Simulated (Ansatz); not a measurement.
# C₂H₂ClFSi: how energies converge with the basis set

One table from this session's results is given with a row withheld; the runs are named, their logs left out.

The runs use Ansatz 0.2.0, Gaussian basis; one geometry, several basis sets.

Levels to be run: PBE0-D4/def2-SVP; ωB97M-V/def2-SVP; PBE0-D4/def2-QZVPP; ωB97M-V/def2-QZVPP; the functionals' def2-TZVPP values are taken from earlier runs.

**Structure used throughout**

An earlier PBE0-D4 in a triple-zeta def2 set relaxation fixed the geometry.

SMILES `C#C[SiH](F)Cl`, 7 atoms, charge 0, spin multiplicity 1.

Atoms are counted from 1 here; the program's logs count them from 0.

Bond lengths: C1–C2 1.205 Å, C1–H6 1.067 Å, C2–Si3 1.807 Å, Si3–F4 1.586 Å, Si3–Cl5 2.032 Å, Si3–H7 1.471 Å. Angles: C2–C1–H6 179.7°, C1–C2–Si3 178.4°, C2–Si3–F4 108.8°, C2–Si3–Cl5 109.6°, C2–Si3–H7 112.1°, F4–Si3–Cl5 108.4°, F4–Si3–H7 108.5°, Cl5–Si3–H7 109.3°.

Set-up of the first run:

in.yaml reads:

```yaml
crystal:
  periodic: [false, false, false]
  atoms:
    - {symbol: C, position_ang: [-0.001810, -1.973274, -0.343661]}
    - {symbol: C, position_ang: [0.007283, -0.792004, -0.105235]}
    - {symbol: Si, position_ang: [0.071933, 0.977436, 0.257233]}
    - {symbol: F, position_ang: [-1.001639, 1.310766, 1.375532]}
    - {symbol: Cl, position_ang: [-0.396686, 2.032382, -1.414553]}
    - {symbol: H, position_ang: [-0.014464, -3.018357, -0.556291]}
    - {symbol: H, position_ang: [1.396485, 1.395049, 0.741274]}
basis:
  gaussian: {orbitals: def2-SVP}
hamiltonian: {xc: pbe0, dispersion: d4}
output: {orbitals: {seedname: orbitals}}
```

Among the steps run: PBE0-D4 in def2-SVP; ωB97M-V in def2-SVP; PBE0-D4 in def2-QZVPP; ωB97M-V in def2-QZVPP.

One table of the session follows, with a row left open; its other results are not shown here.

It belongs to the step «Density functionals: the series». 

```
functional       basis  HOMO (eV)
   PBE0-D4    def2-SVP      -8.83
   PBE0-D4  def2-TZVPP          ?
   PBE0-D4  def2-QZVPP      -8.91
   ωB97M-V    def2-SVP     -11.05
   ωB97M-V  def2-TZVPP     -11.14
   ωB97M-V  def2-QZVPP     -11.16
```

Estimate the missing values for PBE0-D4, def2-TZVPP.

The run gave: HOMO (eV): -8.89. In the column «HOMO (eV)» it lies between PBE0-D4, def2-QZVPP (-8.91) and PBE0-D4, def2-SVP (-8.83).
